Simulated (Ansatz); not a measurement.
# ClH₃SbSi radical: basis-set convergence

An exercise on one series of results from a longer session: the logs are not shown, and one member is left open.

Computed with Ansatz 0.2.0, Gaussian basis. Level: one geometry, several basis sets.

Levels to be run: PBE0-D4/def2-SVP; ωB97M-V/def2-SVP; PBE0-D4/def2-QZVPP; ωB97M-V/def2-QZVPP; the functionals' def2-TZVPP values are taken from earlier runs.

### The geometry

The geometry comes from an earlier relaxation with PBE0-D4 in a triple-zeta def2 set; it is a stationary point. Sb takes the def2 core potential; no spin-orbit term is included.

SMILES `[SiH3][Sb][Cl]`, 6 atoms, charge 0, spin multiplicity 2.

Atoms are counted from 1 here; the program's logs count them from 0.

Bond lengths: Si1–Sb2 2.577 Å, Si1–H4 1.486 Å, Si1–H5 1.486 Å, Si1–H6 1.489 Å, Sb2–Cl3 2.359 Å. Angles: Sb2–Si1–H4 109.8°, Sb2–Si1–H5 109.7°, Sb2–Si1–H6 108.8°, H4–Si1–H5 109.6°, H4–Si1–H6 109.4°, H5–Si1–H6 109.5°, Si1–Sb2–Cl3 91.8°.

As a file:

```csv
atom,x (Å),y (Å),z (Å)
Si1,-0.5609,0.3870,-0.2527
Sb2,1.7879,0.3517,0.8076
Cl3,1.8502,-2.0058,0.7666
H4,-0.5193,-0.2646,-1.5874
H5,-1.5186,-0.3343,0.6249
H6,-0.9974,1.8022,-0.4054
```

The first run:

File in.yaml:

```yaml
crystal:
  periodic: [false, false, false]
  atoms:
    - {symbol: Si, position_ang: [-0.560927, 0.386973, -0.252712]}
    - {symbol: Sb, position_ang: [1.787927, 0.351657, 0.807645]}
    - {symbol: Cl, position_ang: [1.850233, -2.005800, 0.766634]}
    - {symbol: H, position_ang: [-0.519272, -0.264600, -1.587359]}
    - {symbol: H, position_ang: [-1.518576, -0.334282, 0.624903]}
    - {symbol: H, position_ang: [-0.997385, 1.802153, -0.405410]}
basis:
  gaussian: {orbitals: def2-SVP}
magnetization: {spin_polarized: true, initial_magnetization: 1}
hamiltonian: {xc: pbe0, dispersion: d4}
output: {orbitals: {seedname: orbitals}}
```

Command:

```sh
$ ansatz run in.yaml --threads 4 --pin off --events-out ev --progress --plain --max-ram 10444MiB
```

Steps of the session up to this table: PBE0-D4 in def2-SVP; ωB97M-V in def2-SVP; PBE0-D4 in def2-QZVPP; ωB97M-V in def2-QZVPP.

One of the session's tables, all rows but one given; the rest of the session is left out.

It belongs to the step «Functionals by basis». 

| functional | basis | HOMO (eV) | LUMO (eV) |
| --- | --- | --- | --- |
| PBE0-D4 | def2-SVP | -6.26 | -3.30 |
| PBE0-D4 | def2-TZVPP | -6.35 | -3.36 |
| PBE0-D4 | def2-QZVPP | -6.37 | -3.38 |
| ωB97M-V | def2-SVP | ? | ? |
| ωB97M-V | def2-TZVPP | -8.30 | -1.62 |
| ωB97M-V | def2-QZVPP | -8.33 | -1.65 |

Q: Estimate the row for ωB97M-V, def2-SVP from the others.

**Answer.** HOMO (eV): -8.18; LUMO (eV): -1.44. In the column «HOMO (eV)» it lies between ωB97M-V, def2-TZVPP (-8.30) and PBE0-D4, def2-QZVPP (-6.37).
